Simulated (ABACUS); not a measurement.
Input of an ABACUS 3.10.1 run:

Contents of INPUT:

```
INPUT_PARAMETERS
suffix              Ga
calculation         scf
basis_type          lcao
pseudo_dir          ./
orbital_dir         ./
symmetry            1
dft_functional      pbesol
ecutwfc             100
pseudo_rcut         7
nspin               1
nbands              40
ks_solver           genelpa
smearing_method     fd
smearing_sigma      0.00367493
scf_thr             1e-06
scf_nmax            100
mixing_type         broyden
mixing_beta         0.3
cal_force           1
out_mul             1
mixing_ndim         12
out_chg             1
out_pot             2
out_elf             1
```

File STRU:

```
ATOMIC_SPECIES
Ga 69.7230 Ga_ONCV_PBE-1.2.upf

NUMERICAL_ORBITAL
Ga_confined-atom_8au_2s2p2d.orb

LATTICE_CONSTANT
1.8897261246

LATTICE_VECTORS
2.8080000000 0.0000000000 0.0000000000
-1.4040000000 2.6343228731 0.0000000000
0.0000000000 0.0000000000 24.5038190858

ATOMIC_POSITIONS
Direct

Ga
0.0
5
0.2840509264 0.5681018529 0.3060747377 1 1 1
0.5681018529 0.1362037057 0.4030373689 1 1 1
0.8521527793 0.7043055586 0.5000000000 1 1 1
0.1362037057 0.2724074115 0.5969626311 1 1 1
0.4202546322 0.8405092644 0.6939252623 1 1 1
```

File KPT:

```
K_POINTS
0
Gamma
11 11 1 0 0 0
```

Potentials or basis: SG15 ONCV 1.2 PBE, DZP LCAO (the cutoffs set its grid).

Run with:

```sh
$ OMP_NUM_THREADS=1 mpirun -np 4 abacus > log
```

What does it give for the band gap on the k mesh?

None (metal or under the smearing width).

Estimate the work function of the lower face.

4.01 eV.

What does it give for the largest force?

0.138 eV/Å.

Forces in eV/Å, atoms in the order of the input:
```
Ga   0.000 -0.008 -0.138
Ga   0.000 -0.002  0.059
Ga   0.000  0.000  0.000
Ga   0.000  0.002 -0.059
Ga   0.000  0.008  0.138
```

Caveat: the atomic orbitals were generated for these runs and aren't a published set; confined orbitals describe the vacuum poorly, which shifts work functions; the potentials were made for another functional, which shifts forces and pressure; the basis of atomic orbitals isn't converged, which shifts pressures, moduli and gaps.
